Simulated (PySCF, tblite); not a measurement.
# C₇H₄F₂O: dynamics, then NMR shifts on frames, part 2 of 2

tblite 0.8.0 and PySCF 2.14.0. Atoms count from 0. Earlier steps stand in the parts before.

**5. Nuclear shieldings: 625 fs, PBE0/pcSseg-1**

Job settings and geometry (Å):

```
{"job": {"kind": "nmr", "xc": "PBE0", "basis": "pcSseg-1", "pop": false}, "charge": 0, "multiplicity": 1}
C      2.454100    -2.250700    -0.401400
C      2.014100    -1.161500    -0.036200
C      1.454700     0.160700     0.062600
C      0.276000     0.313800     0.722500
C     -0.612500     1.449800     0.676600
C     -1.413700     2.339500     0.779200
O     -0.186300    -0.870400     1.321400
C     -1.443400    -0.899100     1.727700
F     -1.494700    -1.842300     2.596500
F     -2.264800    -1.283800     0.699400
H      2.790500    -3.260100    -0.550500
H      1.881000     0.981600    -0.433000
H     -2.063900     3.084200     1.144000
H     -1.715500     0.060900     2.172700
```

With the program's defaults for keys left out, this is: GIAO PBE0/pcSseg-1 NMR shielding, non-relativistic, gas phase.

The log of the run:

```text
coarse grid: 13344 points
cycle   1  E = -542.9942160054  dE =  1.871e+00  |g| = 9.077e-01  |ddm| = 3.754e+00
cycle   2  E = -542.8515599131  dE =  1.427e-01  |g| = 1.285e+00  |ddm| = 1.685e+00
cycle   3  E = -543.1329764415  dE = -2.814e-01  |g| = 1.990e-01  |ddm| = 1.055e+00
cycle   4  E = -543.1404527504  dE = -7.476e-03  |g| = 1.136e-01  |ddm| = 2.266e-01
cycle   5  E = -543.1434417219  dE = -2.989e-03  |g| = 2.710e-02  |ddm| = 8.382e-02
cycle   6  E = -543.1435972826  dE = -1.556e-04  |g| = 1.162e-02  |ddm| = 3.175e-02
cycle   7  E = -543.1436298884  dE = -3.261e-05  |g| = 3.388e-03  |ddm| = 1.072e-02
cycle   8  E = -543.1436323029  dE = -2.414e-06  |g| = 1.215e-03  |ddm| = 3.178e-03
final grid: 134360 points
cycle   9  E = -543.2284609496  dE = -3.818e-05  |g| = 9.924e-03  |ddm| = 4.784e-02
cycle  10  E = -543.2284383349  dE =  2.261e-05  |g| = 1.490e-02  |ddm| = 1.827e-02
cycle  11  E = -543.2284783458  dE = -4.001e-05  |g| = 2.322e-03  |ddm| = 1.177e-02
cycle  12  E = -543.2284795415  dE = -1.196e-06  |g| = 7.402e-04  |ddm| = 2.009e-03
cycle  13  E = -543.2284796649  dE = -1.233e-07  |g| = 1.967e-04  |ddm| = 7.070e-04
cycle  14  E = -543.2284796713  dE = -6.451e-09  |g| = 1.090e-04  |ddm| = 2.027e-04
cycle  15  E = -543.2284796737  dE = -2.363e-09  |g| = 2.890e-05  |ddm| = 8.741e-05
cycle  16  E = -543.2284796739  dE = -1.833e-10  |g| = 9.170e-06  |ddm| = 2.503e-05
converged SCF energy = -543.2284796739

GIAO shielding tensors (ppm)
atom      isotropic    diamagn.    paramagn.     s11        s22        s33       span
  0 C       77.506     261.050    -183.544     24.890     34.269    173.358    148.468
  1 C      101.950     256.763    -154.813     -0.846      9.506    297.190    298.036
  2 C       71.057     255.370    -184.313    -31.607     95.952    148.827    180.434
  3 C       31.355     251.603    -220.249    -77.912     70.335    101.642    179.554
  4 C      103.953     255.838    -151.885      4.321     13.520    294.017    289.697
  5 C       82.503     259.544    -177.042      8.713     43.894    194.901    186.188
  6 O      145.702     401.936    -256.234     94.668    123.528    218.911    124.243
  7 C       70.145     235.728    -165.582     53.978     73.284     83.175     29.197
  8 F      301.017     465.217    -164.200    224.642    325.383    353.027    128.384
  9 F      258.961     474.327    -215.367    174.908    235.947    366.027    191.119
 10 H       27.286      31.668      -4.382     23.780     24.499     33.580      9.800
 11 H       26.353      30.410      -4.057     23.466     26.022     29.571      6.105
 12 H       27.695      32.334      -4.638     23.385     24.761     34.940     11.555
 13 H       24.810      27.109      -2.299     20.559     25.487     28.385      7.826
```

Run time: 51 s. Hardware: 1 thread of Arm Neoverse N1, shared host; peak memory 0.85 GiB.

In short: δ C3 155.6, C7 116.8, C2 115.9, C0 109.4, H13 6.91, H11 5.36 ppm.

**6. NMR shieldings: 800 fs, PBE0/pcSseg-1**

Job settings and geometry (Å):

```
{"job": {"kind": "nmr", "xc": "PBE0", "basis": "pcSseg-1", "pop": false}, "charge": 0, "multiplicity": 1}
C      2.851100    -2.132500    -0.048500
C      2.258600    -1.096100     0.066700
C      1.527300     0.069000     0.132600
C      0.370200     0.283500     0.825600
C     -0.352300     1.472400     0.877800
C     -1.070300     2.415200     0.769300
O     -0.217000    -0.850900     1.397100
C     -1.447900    -0.843500     1.868400
F     -1.539400    -1.829900     2.797400
F     -2.398600    -1.096700     0.889800
H      3.428500    -2.962700    -0.266200
H      2.077600     0.947200    -0.229100
H     -1.783900     3.202100     0.672700
H     -1.749600     0.093300     2.388700
```

With the program's defaults for keys left out, this is: GIAO PBE0/pcSseg-1 NMR shielding, non-relativistic, gas phase.

The log of the run:

```text
coarse grid: 13344 points
cycle   1  E = -542.9901866273  dE =  1.884e+00  |g| = 9.318e-01  |ddm| = 3.812e+00
cycle   2  E = -542.8243924006  dE =  1.658e-01  |g| = 1.350e+00  |ddm| = 1.691e+00
cycle   3  E = -543.1423615078  dE = -3.180e-01  |g| = 1.941e-01  |ddm| = 1.069e+00
cycle   4  E = -543.1494006565  dE = -7.039e-03  |g| = 1.127e-01  |ddm| = 2.515e-01
cycle   5  E = -543.1523345156  dE = -2.934e-03  |g| = 2.818e-02  |ddm| = 9.143e-02
cycle   6  E = -543.1524990613  dE = -1.645e-04  |g| = 1.181e-02  |ddm| = 3.715e-02
cycle   7  E = -543.1525347137  dE = -3.565e-05  |g| = 2.767e-03  |ddm| = 1.190e-02
cycle   8  E = -543.1525363894  dE = -1.676e-06  |g| = 8.042e-04  |ddm| = 3.007e-03
final grid: 134360 points
cycle   9  E = -543.2381279397  dE = -4.032e-05  |g| = 9.822e-03  |ddm| = 5.810e-02
cycle  10  E = -543.2381099364  dE =  1.800e-05  |g| = 1.422e-02  |ddm| = 1.782e-02
cycle  11  E = -543.2381452034  dE = -3.527e-05  |g| = 1.891e-03  |ddm| = 1.103e-02
cycle  12  E = -543.2381459547  dE = -7.513e-07  |g| = 6.577e-04  |ddm| = 1.873e-03
cycle  13  E = -543.2381460477  dE = -9.301e-08  |g| = 1.916e-04  |ddm| = 6.243e-04
cycle  14  E = -543.2381460548  dE = -7.127e-09  |g| = 9.529e-05  |ddm| = 2.047e-04
cycle  15  E = -543.2381460565  dE = -1.692e-09  |g| = 2.256e-05  |ddm| = 7.437e-05
cycle  16  E = -543.2381460566  dE = -1.016e-10  |g| = 1.117e-05  |ddm| = 2.543e-05
converged SCF energy = -543.2381460566

GIAO shielding tensors (ppm)
atom      isotropic    diamagn.    paramagn.     s11        s22        s33       span
  0 C       77.092     257.587    -180.496     30.584     39.683    161.008    130.424
  1 C      105.789     252.381    -146.592      3.909     13.834    299.623    295.714
  2 C       75.681     257.063    -181.381    -18.215     91.278    153.981    172.196
  3 C       35.923     251.933    -216.010    -65.906     70.567    103.108    169.014
  4 C      109.905     257.524    -147.620     14.017     18.906    296.790    282.773
  5 C       82.147     260.006    -177.859     19.613     41.838    184.989    165.376
  6 O      151.412     400.867    -249.456     99.758    123.838    230.639    130.881
  7 C       62.908     234.565    -171.658     44.962     67.866     75.895     30.932
  8 F      273.925     466.463    -192.538    167.476    301.118    353.183    185.707
  9 F      247.975     474.079    -226.104    151.330    237.175    355.421    204.091
 10 H       28.097      33.649      -5.552     25.021     25.507     33.762      8.741
 11 H       25.838      27.529      -1.691     21.665     26.762     29.087      7.422
 12 H       27.587      32.843      -5.256     23.979     24.507     34.275     10.296
 13 H       24.461      25.755      -1.293     20.973     24.898     27.513      6.541
```

It took 51 s on 1 thread of Arm Neoverse N1, shared host; peak memory 0.85 GiB.

Key values: δ C3 151.0, C7 124.0, C2 111.2, C0 109.8, H13 7.26, H11 5.88 ppm.

**7. Shielding tensors: 1000 fs, PBE0/pcSseg-1**

Job settings and geometry (Å):

```
{"job": {"kind": "nmr", "xc": "PBE0", "basis": "pcSseg-1", "pop": false}, "charge": 0, "multiplicity": 1}
C      3.025600    -2.095800     0.371600
C      2.217500    -1.243800     0.178300
C      1.468300    -0.072600     0.237400
C      0.202200     0.074700     0.623300
C     -0.521700     1.301600     0.627600
C     -1.017400     2.405500     0.663800
O     -0.438600    -1.037400     1.250800
C     -1.346400    -0.764900     2.215100
F     -1.534900    -1.863400     2.954400
F     -2.582000    -0.459800     1.709000
H      3.778400    -2.822500     0.436400
H      1.999600     0.792000    -0.079900
H     -1.410900     3.326400     0.435800
H     -0.972700     0.069100     2.918200
```

Level: GIAO PBE0/pcSseg-1 NMR shielding, non-relativistic, gas phase.

The log of the run:

```text
coarse grid: 13344 points
cycle   1  E = -542.9842035268  dE =  1.838e+00  |g| = 9.358e-01  |ddm| = 3.759e+00
cycle   2  E = -542.8218341115  dE =  1.624e-01  |g| = 1.355e+00  |ddm| = 1.782e+00
cycle   3  E = -543.1360001080  dE = -3.142e-01  |g| = 1.930e-01  |ddm| = 1.110e+00
cycle   4  E = -543.1424421444  dE = -6.442e-03  |g| = 1.183e-01  |ddm| = 2.299e-01
cycle   5  E = -543.1457456167  dE = -3.303e-03  |g| = 2.473e-02  |ddm| = 9.283e-02
cycle   6  E = -543.1458781406  dE = -1.325e-04  |g| = 9.781e-03  |ddm| = 3.288e-02
cycle   7  E = -543.1459021526  dE = -2.401e-05  |g| = 2.756e-03  |ddm| = 1.059e-02
cycle   8  E = -543.1459038068  dE = -1.654e-06  |g| = 8.501e-04  |ddm| = 2.920e-03
final grid: 134360 points
cycle   9  E = -543.2321452774  dE = -4.071e-05  |g| = 1.063e-02  |ddm| = 4.530e-02
cycle  10  E = -543.2321213691  dE =  2.391e-05  |g| = 1.585e-02  |ddm| = 1.976e-02
cycle  11  E = -543.2321655290  dE = -4.416e-05  |g| = 1.927e-03  |ddm| = 1.254e-02
cycle  12  E = -543.2321662948  dE = -7.658e-07  |g| = 6.615e-04  |ddm| = 1.852e-03
cycle  13  E = -543.2321663884  dE = -9.365e-08  |g| = 2.175e-04  |ddm| = 6.972e-04
cycle  14  E = -543.2321663980  dE = -9.584e-09  |g| = 9.795e-05  |ddm| = 2.220e-04
cycle  15  E = -543.2321663998  dE = -1.733e-09  |g| = 2.645e-05  |ddm| = 7.895e-05
cycle  16  E = -543.2321663999  dE = -1.496e-10  |g| = 1.058e-05  |ddm| = 2.570e-05
converged SCF energy = -543.2321663999

GIAO shielding tensors (ppm)
atom      isotropic    diamagn.    paramagn.     s11        s22        s33       span
  0 C       81.151     258.540    -177.389     31.468     32.845    179.140    147.672
  1 C      106.054     252.384    -146.330      5.676     15.785    296.700    291.024
  2 C       75.925     255.820    -179.896    -21.951     93.014    156.711    178.662
  3 C       39.193     248.192    -208.999    -53.500     69.235    101.842    155.342
  4 C      102.307     256.290    -153.983      4.594      5.936    296.390    291.796
  5 C       86.184     264.693    -178.509     22.092     41.731    194.730    172.639
  6 O      141.477     400.644    -259.168    103.664    126.287    194.479     90.814
  7 C       60.654     233.954    -173.299     42.730     66.211     73.022     30.293
  8 F      273.276     465.338    -192.062    178.810    299.864    341.154    162.344
  9 F      247.281     471.374    -224.093    164.597    231.853    345.393    180.797
 10 H       28.293      32.230      -3.938     24.868     25.269     34.742      9.874
 11 H       26.189      29.593      -3.405     22.285     26.315     29.967      7.683
 12 H       28.786      34.236      -5.450     24.743     25.502     36.114     11.372
 13 H       24.247      24.183       0.064     21.173     24.398     27.171      5.998
```

It took 51 s on 1 thread of Arm Neoverse N1, shared host; peak memory 0.85 GiB.

This run: δ C3 147.7, C7 126.3, C2 111.0, C0 105.8, H13 7.47, H11 5.53 ppm.

**8. Comparing the runs: NMR shifts**

Shifts (ppm) of some atoms, chosen among heavy atoms and hydrogens apart, with basis size and wall time:

| frame | C7 | C1 | H11 | H12 | O6 | F9 | F8 | functions | time |
| --- | --- | --- | --- | --- | --- | --- | --- | --- | --- |
| 250 fs | 123.2 | 81.9 | 5.92 | 5.53 | 171.5 | -68.8 | -110.6 | 190 | 53 s |
| 425 fs | 131.1 | 96.4 | 6.56 | 3.60 | 191.1 | -67.7 | -97.9 | 190 | 52 s |
| 625 fs | 116.8 | 85.0 | 5.36 | 4.02 | 190.4 | -88.0 | -130.1 | 190 | 51 s |
| 800 fs | 124.0 | 81.1 | 5.88 | 4.13 | 184.7 | -77.0 | -103.0 | 190 | 51 s |
| 1000 fs | 126.3 | 80.9 | 5.53 | 2.93 | 194.6 | -76.3 | -102.3 | 190 | 51 s |

**9. Outcome**

What follows sums up all 2 parts.

```
                                        quantity                                              value
                                      thermostat                                              300 K
                   mean temperature, second half                                              269 K
         mean potential energy above the minimum                                            0.43 eV
  13C shifts against TMS (PBE0/pcSseg-1, 250 fs)  147.1, 123.2, 115.1, 103.2, 102.5, 81.9, 81.3 ppm
   1H shifts against TMS (PBE0/pcSseg-1, 250 fs)                         6.93, 5.92, 5.53, 3.84 ppm
  17O shifts against H2O (PBE0/pcSseg-1, 250 fs)                                          171.5 ppm
19F shifts against CFCl3 (PBE0/pcSseg-1, 250 fs)                                  -68.8, -110.6 ppm
                        range of the shift of F8                                -130.1 to -97.9 ppm
```

In the second half the potential energy averages 0.43 eV above the minimum; equipartition over 36 harmonic modes at 300 K would give 0.47 eV. With 14 atoms the temperature swings widely (139 to 375 K). Shifts at one fixed geometry are not the observed spectrum, which averages over the motion. Across the 5 runs the shift of F8 moves most, between -130.1 (625 fs) and -97.9 ppm (425 fs).
